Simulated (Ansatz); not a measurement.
# AsGaH: the cost of one run

Computed with Ansatz 0.2.0, Gaussian basis. Level: def2-QZVPP, all electrons in the functionals, frozen cores in the correlation of double hybrids and RPA.

The runs, in order: B2PLYP, at charge 0, doublet; charge 0, quartet; charge 1, singlet; charge 1, triplet.

8 further runs of the same task are left out: 8 set aside as unsound or not needed.

**1. The geometry**

The geometry is a PBE0/def2-TZVP stationary point (not a proven minimum). No spin-orbit coupling is included. The filled d shell of Ga, As may be among the frozen orbitals whatever the setting's name suggests; the logs give the count.

3 atoms, charge 0, spin multiplicity 2.

Atoms are counted from 1 here; the program's logs count them from 0.

Bond lengths: Ga1–As2 2.222 Å, Ga1–H3 1.556 Å. Angles: As2–Ga1–H3 180.0°.

No dispersion term is added.

The geometry shown and the zero of energy belong to the point charge 0, doublet. The yardstick, RCCSD(T), and other wave-function levels (R restricted, U unrestricted, valence and pair active spaces) come from earlier runs.

**2. B2PLYP, charge 0, doublet**

in.yaml reads:

```yaml
crystal:
  periodic: [false, false, false]
  atoms:
    - {symbol: Ga, position_ang: [0.000000, 0.000000, 0.222200]}
    - {symbol: As, position_ang: [0.000000, 0.000000, -2.000200]}
    - {symbol: H, position_ang: [0.000000, 0.000000, 1.778000]}
basis:
  gaussian: {orbitals: "def2-QZVPP.json"}
magnetization: {spin_polarized: true, initial_magnetization: 1}
hamiltonian: {xc: {name: B2PLYP}}
correlation: {electrons: outside_noble_gas}
```

Launch:

```
> ansatz run in.yaml --threads 1 --pin off --events-out ev --progress --plain --max-ram 2393MiB
```

**Question.** How long does this run take on 1 thread of Arm Neoverse V2, shared host, and how much memory does it need?

About 33 s, with a peak of 0.63 GiB.
